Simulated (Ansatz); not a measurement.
This script makes relaxations under a series of pressures of Rh, space group P6_3/mmc with Ansatz 0.2.0 through its Python package.

The script, `run_compress.py`:
```python
from dataclasses import dataclass

import ansatz as az
import numpy as np
import pandas as pd


@dataclass(frozen=True)
class Options:
    k_length: int = 17
    xc: str = "r2scan"
    smearing: str = "Marzari-Vanderbilt"
    sigma: float = 0.3


settings = Options()

def edges_and_angles(cell):
    cell = np.asarray(cell)
    a, b, c = np.linalg.norm(cell, axis=1)
    cosines = cell[1] @ cell[2] / (b * c), cell[0] @ cell[2] / (a * c), cell[0] @ cell[1] / (a * b)
    return (a, b, c, *np.degrees(np.arccos(cosines)))


def main() -> None:
    structure = (
        az.Lattice.of((2.691745, 0.0, 0.0), (-1.345872, 2.331119, 0.0), (0.0, 0.0, 8.79807))
        .atom("Rh", (0.0, 0.0, 0.0))
        .atom("Rh", (1 / 3, 2 / 3, 0.25))
        .atom("Rh", (0.0, 0.0, 0.5))
        .atom("Rh", (2 / 3, 1 / 3, 0.75))
    )

    calculation = structure.calculation()
    calculation = calculation.kpoints(length=settings.k_length)
    calculation = calculation.functional(settings.xc)
    calculation = calculation.occupations(settings.smearing, width=settings.sigma).accuracy("medium")

    rows = []
    for pressure in [-2, 0, 2, 5, 10]:
        res = calculation.relax(cell=True, pressure=pressure).run(threads=1)
        cell = res.lattice.cell_ang
        n_atoms = len(res.lattice.sites)
        volume = abs(np.linalg.det(cell)) / n_atoms
        enthalpy = res.report["free_energy_ev"] / n_atoms + pressure * volume / 160.21766
        rows.append((pressure, volume, enthalpy, *edges_and_angles(cell)))
        print(f"{pressure} GPa done: {volume:.4f} A^3/atom")

    table = pd.DataFrame(rows, columns=["P_GPa", "V_A3_atom", "H_eV_atom", "a", "b", "c", "alpha", "beta", "gamma"])
    print(table.round(4).to_string(index=False))
    p, v = np.array([row[0] for row in rows], float), np.array([row[1] for row in rows])
    print("mean bulk modulus between rows (GPa):", np.round(-np.diff(p) / np.diff(np.log(v)), 1))


if __name__ == "__main__":
    main()
```

Its results, one of them left out:

| P (GPa) | relaxed V (Å³/atom) |
| --- | --- |
| -2 | 13.825 |
| 0 | ? |
| 2 | 13.629 |
| 5 | 13.491 |
| 10 | 13.283 |

What volume does the cell relax to at 0 GPa?

Murnaghan's form V = V0 (1 + B' P / B0)^(-1/B') through the 4 rows shown gives V0 = 13.724 Å³, B0 = 279.6 GPa and B' = 5.36, and so 13.724 Å³ an atom at 0 GPa. The run gave 13.724 Å³, 0.00 % away.

Notes:
- The settings weren't tested for convergence.
- At a fixed pressure a relaxation lowers the enthalpy F + PV, while F alone can rise.
- The mesh is modest for a metal, so energies can be off by several to tens of meV an atom and pressures by half a GPa or more; differences at equal mesh fare better.
- This isn't the structure that Rh takes at ambient conditions.
- Symmetry holds the cell in this phase, whether or not it is the stable one at each pressure.
- Wall time of the script: 90 s on 1 thread of Arm Neoverse V2, with other jobs on the host, peak memory 0.57 GiB.
